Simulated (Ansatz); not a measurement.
# BF2HSSi: one species, many methods

The task here is to estimate one member of a computed series from the others.

Computed with Ansatz 0.2.0, Gaussian basis. Level: functionals in def2-TZVPP, the program's frozen cores in correlated methods.

The runs, in order: LDA (SPW92), PBE-D4, revPBE-D4, BLYP-D4, r2SCAN-D4, B97M-V, PBE0-D4, B3LYP-D4, r2SCANh-D4, r2SCAN0-D4, HSE06-D4, BHLYP-D4, CAM-B3LYP-D4, LC-ωPBE, ωB97X-V, ωB97M-V, B2PLYP, PBE-QIDH; CCSD(T)/def2-SVP; CCSD(T)/def2-TZVPP; MP2/def2-QZVPP; extrapolation to the limit; RPA on PBE.

## Structure used throughout

The geometry comes from an earlier relaxation with PBE0-D4 in a triple-zeta def2 set; it is a stationary point.

SMILES `FB1S[SiH]1F`, 6 atoms, charge 0, spin multiplicity 1.

Atoms are counted from 1 here; the program's logs count them from 0.

Bond lengths: F1–B2 1.308 Å, B2–S3 1.792 Å, B2–Si4 1.915 Å, S3–Si4 2.161 Å, Si4–F5 1.594 Å, Si4–H6 1.476 Å. Angles: F1–B2–S3 132.9°, F1–B2–Si4 155.9°, S3–B2–Si4 71.2°, B2–S3–Si4 57.0°, B2–Si4–S3 51.7°, B2–Si4–F5 123.3°, B2–Si4–H6 129.5°, S3–Si4–F5 115.8°, S3–Si4–H6 115.3°, F5–Si4–H6 106.5°.

Set-up of the first run:

The input, in.yaml:

```yaml
crystal:
  periodic: [false, false, false]
  atoms:
    - {symbol: F, position_ang: [0.221028, -2.444233, 0.157818]}
    - {symbol: B, position_ang: [-0.071025, -1.174084, 0.051321]}
    - {symbol: S, position_ang: [-1.575701, -0.300358, -0.378699]}
    - {symbol: Si, position_ang: [0.281772, 0.708443, 0.070961]}
    - {symbol: F, position_ang: [0.961113, 1.484350, -1.143924]}
    - {symbol: H, position_ang: [0.224913, 1.661682, 1.196322]}
basis:
  gaussian: {orbitals: def2-TZVPP}
hamiltonian: {xc: lda}
output: {orbitals: {seedname: orbitals}}
```

Launch:

```bash
> ansatz run in.yaml --threads 2 --pin off --events-out ev --progress --plain --max-ram 4352MiB
```

Among the steps run: LDA; PBE-D4 (GGA); revPBE-D4 (GGA); BLYP-D4 (GGA); r2SCAN-D4 (meta-GGA); B97M-V (meta-GGA); PBE0-D4 (hybrid); B3LYP-D4 (hybrid); r2SCANh-D4 (hybrid); r2SCAN0-D4 (hybrid); HSE06-D4 (hybrid); BHLYP-D4 (hybrid); CAM-B3LYP-D4 (range-separated); LC-ωPBE (range-separated); ωB97X-V (range-separated); ωB97M-V (range-separated); B2PLYP (double hybrid); PBE-QIDH (double hybrid).

One of the session's tables, all rows but one given; the rest of the session is left out.

It belongs to the step «Frontier levels by functional». 

| functional | HOMO (eV) | LUMO (eV) | gap (eV) |
| --- | --- | --- | --- |
| LDA (SPW92) | -6.55 | -2.88 | 3.67 |
| PBE-D4 | -6.41 | -2.64 | 3.77 |
| revPBE-D4 | -6.35 | -2.55 | 3.80 |
| BLYP-D4 | -6.28 | -2.45 | 3.83 |
| r2SCAN-D4 | ? | ? | ? |
| B97M-V | -6.69 | -2.43 | 4.26 |
| PBE0-D4 | -7.60 | -1.76 | 5.84 |
| B3LYP-D4 | -7.39 | -1.91 | 5.48 |
| r2SCANh-D4 | -7.09 | -2.12 | 4.97 |
| r2SCAN0-D4 | -7.75 | -1.64 | 6.10 |
| HSE06-D4 | -7.20 | -2.14 | 5.06 |
| BHLYP-D4 | -8.68 | -0.71 | 7.97 |
| CAM-B3LYP-D4 | -8.89 | -0.58 | 8.31 |
| LC-ωPBE | -10.17 | 0.51 | 10.68 |
| ωB97X-V | -9.84 | 0.46 | 10.30 |
| ωB97M-V | -9.64 | 0.32 | 9.96 |

Q: Estimate the row for r2SCAN-D4 from the others.

Worked estimate for «HOMO (eV)». Against the share of exact exchange, r2SCANh-D4 (0.1, -7.09), r2SCAN0-D4 (0.25, -7.75) give a slope of -4.40 per unit share; at 0 the line stands at -6.65.

As computed: HOMO (eV): -6.65; LUMO (eV): -2.44; gap (eV): 4.21. In «HOMO (eV)» the line misses by 0.00.
